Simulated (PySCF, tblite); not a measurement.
# C₅H₆ClFO₂: a rotation path, then NMR shifts on frames, part 2 of 2

tblite 0.8.0 and PySCF 2.14.0. Atoms count from 0. The steps go on from the part before.

## (5) NMR shieldings: image 5, PBE0/pcSseg-1

Job settings and geometry (Å):

```
{"job": {"kind": "nmr", "xc": "PBE0", "basis": "pcSseg-1", "pop": false}, "charge": 0, "multiplicity": 1}
O     -0.885900     1.378100    -1.625900
C     -0.799900     0.596000    -0.732300
C     -1.811100    -0.445000    -0.309700
O     -1.444800    -0.887200     0.973200
C     -0.050800    -0.731300     1.127700
C      0.379000     0.469700     0.271600
F      0.353500     1.616000     1.055600
C      1.780300     0.350400    -0.334700
Cl     1.876200     0.833000    -2.051500
H     -1.790700    -1.268000    -1.042800
H     -2.823700    -0.038500    -0.268600
H      0.470700    -1.639600     0.795400
H      0.148200    -0.559200     2.186400
H      2.142600    -0.675100    -0.284400
H      2.452000     1.008700     0.217900
```

With the program's defaults for keys left out, this is: GIAO PBE0/pcSseg-1 NMR shielding, non-relativistic, gas phase.

Log:

```text
coarse grid: 14032 points
cycle   1  E = -903.6093085489  dE =  1.520e+00  |g| = 1.042e+00  |ddm| = 3.568e+00
cycle   2  E = -902.9361379100  dE =  6.732e-01  |g| = 2.167e+00  |ddm| = 2.748e+00
cycle   3  E = -903.8054561636  dE = -8.693e-01  |g| = 2.166e-01  |ddm| = 2.049e+00
cycle   4  E = -903.8115004477  dE = -6.044e-03  |g| = 1.318e-01  |ddm| = 2.700e-01
cycle   5  E = -903.8143633656  dE = -2.863e-03  |g| = 1.927e-02  |ddm| = 1.057e-01
cycle   6  E = -903.8144416385  dE = -7.827e-05  |g| = 5.732e-03  |ddm| = 2.017e-02
cycle   7  E = -903.8144476206  dE = -5.982e-06  |g| = 1.508e-03  |ddm| = 5.303e-03
final grid: 134040 points
cycle   8  E = -903.8967976899  dE = -2.405e-05  |g| = 1.624e-02  |ddm| = 2.892e-02
cycle   9  E = -903.8966679849  dE =  1.297e-04  |g| = 3.106e-02  |ddm| = 3.246e-02
cycle  10  E = -903.8968451260  dE = -1.771e-04  |g| = 3.057e-03  |ddm| = 2.291e-02
cycle  11  E = -903.8968467690  dE = -1.643e-06  |g| = 6.507e-04  |ddm| = 2.410e-03
cycle  12  E = -903.8968468380  dE = -6.898e-08  |g| = 1.601e-04  |ddm| = 6.869e-04
cycle  13  E = -903.8968468430  dE = -5.000e-09  |g| = 3.705e-05  |ddm| = 1.625e-04
cycle  14  E = -903.8968468433  dE = -2.740e-10  |g| = 1.022e-05  |ddm| = 4.456e-05
converged SCF energy = -903.8968468433

GIAO shielding tensors (ppm)
atom      isotropic    diamagn.    paramagn.     s11        s22        s33       span
  0 O     -356.169     396.960    -753.129  -1023.718   -422.544    377.754   1401.472
  1 C      -24.464     250.047    -274.511   -103.260    -28.373     58.242    161.502
  2 C      111.239     248.692    -137.453     92.389    103.164    138.166     45.777
  3 O      315.460     393.704     -78.244    249.777    317.215    379.388    129.611
  4 C      102.979     245.863    -142.884     74.124     95.334    139.479     65.355
  5 C       95.170     247.072    -151.901     63.509     94.852    127.150     63.641
  6 F      340.254     474.468    -134.215    292.531    325.589    402.641    110.110
  7 C      131.614     245.070    -113.457    109.341    131.900    153.600     44.259
  8 Cl     872.811    1145.754    -272.943    760.459    833.551   1024.424    263.965
  9 H       27.724      27.998      -0.274     24.130     26.476     32.565      8.435
 10 H       27.147      27.202      -0.055     23.487     26.162     31.793      8.306
 11 H       27.697      29.883      -2.186     22.697     29.044     31.350      8.653
 12 H       26.812      28.564      -1.752     23.274     26.820     30.341      7.067
 13 H       28.029      28.779      -0.751     21.548     29.007     33.531     11.984
 14 H       27.305      28.201      -0.896     21.687     27.805     32.424     10.736
```

Wall time 75 s (1 thread of Intel Xeon at 2.50GHz, shared host); peak memory 0.85 GiB.

Key values: δ C1 211.4, C5 91.8, C4 83.9, C2 75.7, H12 4.91, H10 4.57 ppm.

## (6) Nuclear shieldings: image 6, PBE0/pcSseg-1

Job settings and geometry (Å):

```
{"job": {"kind": "nmr", "xc": "PBE0", "basis": "pcSseg-1", "pop": false}, "charge": 0, "multiplicity": 1}
O     -0.879600     1.284000    -1.698100
C     -0.797800     0.552800    -0.761600
C     -1.811200    -0.466900    -0.293700
O     -1.441200    -0.861900     1.003500
C     -0.047600    -0.694400     1.152300
C      0.375300     0.477300     0.252200
F      0.349600     1.650900     0.991700
C      1.771600     0.328800    -0.351600
Cl     1.956500     1.131500    -1.936000
H     -1.800300    -1.317500    -0.994500
H     -2.821000    -0.052300    -0.264100
H      0.478500    -1.611500     0.852700
H      0.150300    -0.485100     2.204300
H      2.020300    -0.720200    -0.502400
H      2.492100     0.792500     0.323400
```

Method: GIAO PBE0/pcSseg-1 NMR shielding, non-relativistic, gas phase.

Log:

```text
coarse grid: 14032 points
cycle   1  E = -903.6103620887  dE =  1.522e+00  |g| = 1.043e+00  |ddm| = 3.564e+00
cycle   2  E = -902.9386644109  dE =  6.717e-01  |g| = 2.166e+00  |ddm| = 2.769e+00
cycle   3  E = -903.8074823327  dE = -8.688e-01  |g| = 2.145e-01  |ddm| = 2.060e+00
cycle   4  E = -903.8133594819  dE = -5.877e-03  |g| = 1.320e-01  |ddm| = 2.697e-01
cycle   5  E = -903.8162361734  dE = -2.877e-03  |g| = 1.917e-02  |ddm| = 1.061e-01
cycle   6  E = -903.8163136911  dE = -7.752e-05  |g| = 5.696e-03  |ddm| = 2.001e-02
cycle   7  E = -903.8163195955  dE = -5.904e-06  |g| = 1.506e-03  |ddm| = 5.355e-03
final grid: 134040 points
cycle   8  E = -903.8985720209  dE = -2.428e-05  |g| = 1.598e-02  |ddm| = 2.948e-02
cycle   9  E = -903.8984482784  dE =  1.237e-04  |g| = 3.038e-02  |ddm| = 3.188e-02
cycle  10  E = -903.8986180205  dE = -1.697e-04  |g| = 3.054e-03  |ddm| = 2.250e-02
cycle  11  E = -903.8986196588  dE = -1.638e-06  |g| = 6.433e-04  |ddm| = 2.403e-03
cycle  12  E = -903.8986197265  dE = -6.771e-08  |g| = 1.597e-04  |ddm| = 6.865e-04
cycle  13  E = -903.8986197315  dE = -4.997e-09  |g| = 3.682e-05  |ddm| = 1.609e-04
cycle  14  E = -903.8986197318  dE = -2.701e-10  |g| = 1.080e-05  |ddm| = 4.656e-05
converged SCF energy = -903.8986197318

GIAO shielding tensors (ppm)
atom      isotropic    diamagn.    paramagn.     s11        s22        s33       span
  0 O     -362.830     396.988    -759.818  -1043.348   -423.226    378.083   1421.431
  1 C      -24.738     250.246    -274.984   -102.336    -30.569     58.692    161.028
  2 C      111.147     248.673    -137.525     91.498    103.362    138.583     47.084
  3 O      317.874     393.730     -75.856    252.165    321.249    380.208    128.043
  4 C      103.937     245.930    -141.993     76.052     95.758    139.999     63.947
  5 C       96.705     247.078    -150.374     63.687     95.387    131.039     67.352
  6 F      346.380     474.385    -128.004    290.130    341.284    407.726    117.596
  7 C      131.740     245.028    -113.288    106.039    135.844    153.337     47.298
  8 Cl     886.702    1145.570    -258.868    799.828    817.522   1042.756    242.928
  9 H       27.707      28.033      -0.326     24.023     26.449     32.650      8.628
 10 H       27.114      27.250      -0.135     23.467     26.086     31.790      8.323
 11 H       27.729      29.900      -2.171     22.638     29.214     31.336      8.698
 12 H       26.867      28.607      -1.740     23.262     26.884     30.455      7.193
 13 H       28.111      28.829      -0.717     21.419     29.198     33.717     12.298
 14 H       27.289      28.155      -0.866     21.370     27.826     32.672     11.301
```

It took 74 s on 1 thread of Intel Xeon at 2.50GHz, shared host; peak memory 0.85 GiB.

Key values: δ C1 211.7, C5 90.2, C4 83.0, C2 75.8, H12 4.85, H10 4.60 ppm.

## (7) Nuclear shieldings: image 8, PBE0/pcSseg-1

Job settings and geometry (Å):

```
{"job": {"kind": "nmr", "xc": "PBE0", "basis": "pcSseg-1", "pop": false}, "charge": 0, "multiplicity": 1}
O     -0.860200     1.094600    -1.826600
C     -0.795400     0.473900    -0.811200
C     -1.808300    -0.507000    -0.263100
O     -1.428900    -0.819800     1.054100
C     -0.038300    -0.619300     1.193800
C      0.365200     0.494700     0.217500
F      0.343300     1.712100     0.875100
C      1.747000     0.293300    -0.395500
Cl     2.142000     1.584100    -1.560000
H     -1.809200    -1.402400    -0.905700
H     -2.816200    -0.086200    -0.251100
H      0.508900    -1.543300     0.958500
H      0.153500    -0.335400     2.229500
H      1.790500    -0.656000    -0.928400
H      2.501600     0.324900     0.391300
```

Level: GIAO PBE0/pcSseg-1 NMR shielding, non-relativistic, gas phase.

Log:

```text
coarse grid: 14032 points
cycle   1  E = -903.6168846697  dE =  1.518e+00  |g| = 1.039e+00  |ddm| = 3.566e+00
cycle   2  E = -902.9687228470  dE =  6.482e-01  |g| = 2.138e+00  |ddm| = 2.760e+00
cycle   3  E = -903.8130559670  dE = -8.443e-01  |g| = 2.082e-01  |ddm| = 2.045e+00
cycle   4  E = -903.8185814397  dE = -5.525e-03  |g| = 1.300e-01  |ddm| = 2.681e-01
cycle   5  E = -903.8213824678  dE = -2.801e-03  |g| = 1.880e-02  |ddm| = 1.054e-01
cycle   6  E = -903.8214573375  dE = -7.487e-05  |g| = 5.524e-03  |ddm| = 1.981e-02
cycle   7  E = -903.8214628599  dE = -5.522e-06  |g| = 1.437e-03  |ddm| = 5.397e-03
final grid: 134040 points
cycle   8  E = -903.9033407327  dE = -2.628e-05  |g| = 1.590e-02  |ddm| = 3.030e-02
cycle   9  E = -903.9032221616  dE =  1.186e-04  |g| = 2.991e-02  |ddm| = 3.157e-02
cycle  10  E = -903.9033860613  dE = -1.639e-04  |g| = 3.035e-03  |ddm| = 2.226e-02
cycle  11  E = -903.9033876721  dE = -1.611e-06  |g| = 6.476e-04  |ddm| = 2.417e-03
cycle  12  E = -903.9033877412  dE = -6.906e-08  |g| = 1.587e-04  |ddm| = 6.997e-04
cycle  13  E = -903.9033877461  dE = -4.914e-09  |g| = 3.759e-05  |ddm| = 1.622e-04
cycle  14  E = -903.9033877464  dE = -2.801e-10  |g| = 1.136e-05  |ddm| = 4.767e-05
converged SCF energy = -903.9033877464

GIAO shielding tensors (ppm)
atom      isotropic    diamagn.    paramagn.     s11        s22        s33       span
  0 O     -347.257     397.007    -744.264  -1007.991   -420.278    386.498   1394.489
  1 C      -26.682     250.063    -276.746   -102.831    -38.235     61.019    163.850
  2 C      111.286     249.273    -137.988     90.364    103.217    140.275     49.911
  3 O      321.110     393.957     -72.847    248.971    332.671    381.688    132.717
  4 C      106.780     245.785    -139.005     76.856     97.484    146.000     69.144
  5 C       95.794     247.422    -151.629     64.040     94.424    128.917     64.876
  6 F      356.463     474.028    -117.565    304.493    360.320    404.577    100.084
  7 C      134.551     245.808    -111.257    105.401    138.066    160.185     54.784
  8 Cl     892.813    1145.331    -252.518    772.409    821.367   1084.664    312.255
  9 H       27.661      28.225      -0.563     23.883     26.334     32.767      8.884
 10 H       27.089      27.367      -0.278     23.448     25.953     31.865      8.417
 11 H       27.817      29.921      -2.104     22.722     29.471     31.259      8.538
 12 H       26.979      28.668      -1.689     23.288     26.937     30.712      7.423
 13 H       28.342      29.090      -0.749     22.164     29.123     33.739     11.575
 14 H       27.660      28.413      -0.753     21.098     28.147     33.735     12.637
```

It took 72 s on 1 thread of Intel Xeon at 2.50GHz, shared host; peak memory 0.85 GiB.

In short: δ C1 213.6, C5 91.1, C4 80.1, C2 75.6, H12 4.74, H10 4.63 ppm.

## (8) Run by run: NMR shifts

Shifts (ppm) of some atoms, chosen among heavy atoms and hydrogens apart, with basis size and wall time:

| frame | C7 | H11 | H14 | O0 | O3 | F6 | Cl8 | functions | time |
| --- | --- | --- | --- | --- | --- | --- | --- | --- | --- |
| image 0 | 46.1 | 4.83 | 4.18 | 652.0 | 10.7 | -176.5 | 66 | 190 | 67 s |
| image 2 | 48.6 | 4.23 | 4.02 | 659.2 | 17.0 | -167.6 | 77 | 190 | 72 s |
| image 5 | 55.3 | 4.02 | 4.41 | 692.2 | 20.6 | -169.3 | 77 | 190 | 75 s |
| image 6 | 55.2 | 3.99 | 4.43 | 698.9 | 18.2 | -175.4 | 63 | 190 | 74 s |
| image 8 | 52.4 | 3.90 | 4.06 | 683.3 | 15.0 | -185.5 | 57 | 190 | 72 s |

## (9) Outcome

The summary covers parts 1 to 2.

| quantity | value |
| --- | --- |
| barrier | 0.234 eV (5.4 kcal/mol) at image 5 |
| end to end (GFN2-xTB) | 0.188 eV |
| ¹³C shifts against TMS (PBE0/pcSseg-1, image 0) | 217.6, 95.3, 76.5, 75.9, 46.1 ppm |
| ¹H shifts against TMS (PBE0/pcSseg-1, image 0) | 4.83, 4.66, 4.58, 4.18, 4.11, 3.55 ppm |
| ¹⁷O shifts against H2O (PBE0/pcSseg-1, image 0) | 652.0, 10.7 ppm |
| ¹⁹F shifts against CFCl3 (PBE0/pcSseg-1, image 0) | -176.5 ppm |
| ³⁵Cl shifts against HCl (PBE0/pcSseg-1, image 0) | 66 ppm |
| range of the shift of O0 | 652.0 to 698.9 ppm |

**Reading.** Along the band the dihedral turns by 119°, and the top (dihedral 136°) lies 5.4 kcal/mol above the start (GFN2-xTB, rough), so at room temperature this motion is fast. The top was not checked by a frequency run. Shifts at one fixed geometry are not the observed spectrum, which averages over the motion. In the first frame run (image 0): The largest span, 1348 ppm, is at O0, where the paramagnetic term is -714 ppm. In ppm, O0 moves most: its shift spreads over 46.9 ppm, from 652.0 (image 0) to 698.9 (image 6).
